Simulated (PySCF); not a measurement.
# RuO₂⁺: doublet, from a PBE0 minimum start

The task is one start of a wider search on RuO₂⁺: the doublet, from a PBE0 minimum start. It is relaxed, tested by its Hessian and followed downhill if it is a saddle.

The runs use PySCF 2.14.0; PBE0, basis Ru def2-TZVP with ECP28, O def2-TZVP, scalar-relativistic core potentials, no spin–orbit coupling, density fitting.

### 1 Where the work starts

3 atoms, charge 1, spin multiplicity 2.

Bond lengths: Ru1–O2 1.629 Å, Ru1–O3 1.629 Å. Angles: O2–Ru1–O3 132.9°.

```xyz
3
charge 1 multiplicity 2
Ru    0.1556    0.0000    0.0000
O    -0.4956    1.4935    0.0000
O    -0.4956   -1.4935    0.0000
```

### 2 The SCF at the typed geometry

The steps below are one call of a driver around PySCF. For each, scf.py gives the equivalent set-up of the SCF; relaxations use the driver's own optimiser. After this first run the driver tries any further starts and a stability analysis.

File scf.py:

```python
from pyscf import gto, scf, dft
mol = gto.M(atom='''
Ru     0.155570    -0.000000     0.000000
O     -0.495570     1.493550     0.000000
O     -0.495570    -1.493550    -0.000000''',
    basis={'Ru': 'def2-TZVP', 'O': 'def2-TZVP'},
    ecp={'Ru': 'def2-TZVP'},
    charge=1, spin=1)
mf = dft.UKS(mol, xc='PBE0')
mf.grids.atom_grid = (50, 194)
aux = {'Ru': 'def2-universal-JKFIT', 'O': 'def2-universal-JKFIT'}
mf = mf.density_fit(auxbasis=aux)
mf.conv_tol = 1e-08
mf.diis_space = 10
mf.max_cycle = 60
mf.init_guess = 'minao'
mf.verbose = 4
mf.kernel()
```

On the command line:

```console
OMP_NUM_THREADS=4 python axn.py task.json out
```

The log of the run:

```text
init E= -237.477220276301
[... the frontier-level lines of each cycle are left out ...]
cycle= 1 E= -244.756455474296  delta_E= -7.28  |g|= 0.426  |ddm|= 3.09
cycle= 2 E= -244.538708146462  delta_E= 0.218  |g|= 0.897  |ddm|= 0.59
cycle= 3 E= -244.764519787518  delta_E= -0.226  |g|= 0.406  |ddm|= 0.474
cycle= 4 E= -244.821009850885  delta_E= -0.0565  |g|= 0.0211  |ddm|= 0.185
cycle= 5 E= -244.821328025463  delta_E= -0.000318  |g|= 0.0113  |ddm|= 0.0278
cycle= 6 E= -244.821428808599  delta_E= -0.000101  |g|= 0.00476  |ddm|= 0.0138
cycle= 7 E= -244.821472106988  delta_E= -4.33e-05  |g|= 0.00175  |ddm|= 0.012
cycle= 8 E= -244.821486222142  delta_E= -1.41e-05  |g|= 0.000759  |ddm|= 0.00856
cycle= 9 E= -244.821488507708  delta_E= -2.29e-06  |g|= 0.000236  |ddm|= 0.00364
cycle= 10 E= -244.821488701997  delta_E= -1.94e-07  |g|= 0.00011  |ddm|= 0.000827
cycle= 11 E= -244.821488739947  delta_E= -3.8e-08  |g|= 2.67e-05  |ddm|= 0.000404
cycle= 12 E= -244.821488743276  delta_E= -3.33e-09  |g|= 6.08e-06  |ddm|= 0.000147
Extra cycle  E= -244.821488743247  delta_E= 2.84e-11  |g|= 1.57e-05  |ddm|= 1.25e-05
converged SCF energy = -244.821488743247  <S^2> = 0.7564347  2S+1 = 2.0064244
```

This step, with its further starts and checks, took 5.1 s on 4 threads of AMD EPYC 9B45 (Zen 5), shared host.

The starts that the driver tried:

```tsv
start	energy (Eh)
the minimal-basis guess	-244.821489
a thermally smeared density	-244.822042
a smeared PBE density	-244.821489
```

This is not the lowest solution: one lies 1.5 kJ/mol lower, at -244.82204 Eh, and the relaxation starts from that.

### 3 PBE0 minimum start, doublet: relaxation

The program finds C2v symmetry in the start, which this walk keeps. Threshold on the gradient: 0.0003 Eh/bohr, with a further test on the energy change.

scf.py, as its differences from that of step 2:

```diff
@@ -3 +3 @@
-Ru     0.155570    -0.000000     0.000000
+Ru     0.155570     0.000000     0.000000
@@ -5 +5 @@
-O     -0.495570    -1.493550    -0.000000''',
+O     -0.495570    -1.493550     0.000000''',
@@ -16 +15,0 @@
-mf.init_guess = 'minao'
```

The optimiser's trace:

```tsv
step	energy (Eh)	change (kJ/mol)	largest symmetric gradient (Eh/bohr)
0	-244.822042	0.00	0.00007
```

The walk took 0.8 s.

Geometry (Å) and forces (eV/Å) at some steps:

```
step 0
Ru   0.156   0.000   0.000   0.002   0.000   0.000
O   -0.496   1.494   0.000  -0.001   0.004   0.000
O   -0.496  -1.494   0.000  -0.001  -0.004   0.000
```

End point (C2v, 0 steps, 0.0 kJ/mol gained): Ru–O 1.629 Å (×2); O–Ru–O 132.9°.

### 4 Vibrations and properties at this point

The point is checked on the finer grid, and tightened if its gradient asks for it. The Hessian and the dipole derivatives come from central differences of analytic gradients, with steps of 0.02 bohr.

scf.py, as its differences from that of step 3:

```diff
@@ -10 +10 @@
-mf.grids.atom_grid = (50, 194)
+mf.grids.atom_grid = (75, 302)
@@ -13 +13 @@
-mf.conv_tol = 1e-08
+mf.conv_tol = 1e-10
```

The driver hands on the density of the step before, so the log starts near convergence.

SCF at the final geometry:

```text
init E= -244.822002115194
[... the frontier-level lines of each cycle are left out ...]
cycle= 1 E= -244.822002115189  delta_E= 4.72e-12  |g|= 3.89e-06  |ddm|= 2.2e-06
Extra cycle  E= -244.822002115119  delta_E= 7.05e-11  |g|= 1.51e-05  |ddm|= 7.33e-06
converged SCF energy = -244.822002115119  <S^2> = 0.75884315  2S+1 = 2.0088237
```

The whole step took 14 s.

Geometry: C2v; Ru–O 1.629 Å (×2); O–Ru–O 132.9°.

Modes, for the most abundant isotopes:

| symmetry | ω (cm⁻¹) | IR (km/mol) | μ (u) | type |
| --- | --- | --- | --- | --- |
| a1 | 284 | 16.5 | 18.97 | bend |
| b2 | 1014 | 184 | 19.41 | stretch |
| a1 | 1092 | 1.9 | 16.74 | stretch |

All wavenumbers are real: a minimum.

Constants and moments:

```
Dipole moment about the centre of mass                          : 2.81 D
Highest occupied level                                          : -15.63 eV
Lowest empty level                                              : -12.17 eV
Rotational constants                                            : 1.633, 0.2362, 0.2064 cm⁻¹
Zero-point energy                                               : 14.3 kJ/mol
Principal polarisabilities                                      : 17.6, 29.2, 45.1 bohr³
Principal traceless quadrupole moments about the centre of mass : -3.11, 0.86, 2.25 D Å
Entropy at 298.15 K and 1 bar (electronic part: spin only)      : 271.2 J/(mol K)
Heat capacity Cp at 298.15 K                                    : 43.1 J/(mol K)
Enthalpy at 298.15 K above 0 K                                  : 11.23 kJ/mol
Rotational symmetry number                                      : 2
Spin squared ⟨S²⟩                                               : 0.759
```

Charges (e) and bond orders:

```tsv
atom	Mulliken	Löwdin	polar tensor	spin (Mulliken)	Mayer order to Ru1
Ru1	1.65	1.12	1.99	0.80	–
O2,3	-0.32	-0.06	-0.50	0.10	1.87
```

Mulliken populations on Ru1 (outside its core potential): s 2.08, p 6.10, d 6.13, f 0.04.

### 5 Results

| quantity | value |
| --- | --- |
| minimum | doublet, C2v |
| geometry | Ru–O 1.629 Å (×2); O–Ru–O 132.9° |
| wavenumbers (cm⁻¹) | 284 (a1), 1014 (b2), 1092 (a1) |
| dipole moment (centre of mass) | 2.81 D |
| highest occupied, lowest empty level (either spin) | -15.63, -12.17 eV |
| polar-tensor charge of Ru1 | +1.99 e |
| zero-point energy | 14.3 kJ/mol |
| entropy at 298.15 K | 271.2 J/(mol K) |
| ⟨S²⟩ | 0.759 |

**Reading.** The molecule stays C2v, as typed, and the end point is a minimum. In the infrared the band at 1014 cm⁻¹ (b2, stretch) leads. Most of the spin sits on Ru1 (Mulliken spin 0.80, against 1 for the whole molecule). The first SCF alone would have been 1 kJ/mol too high. Only this shape and spin were tried, so other structures or states may lie lower. One determinant may miss the lowest occupation of an open d or f shell.

The search up to here took 20 s.
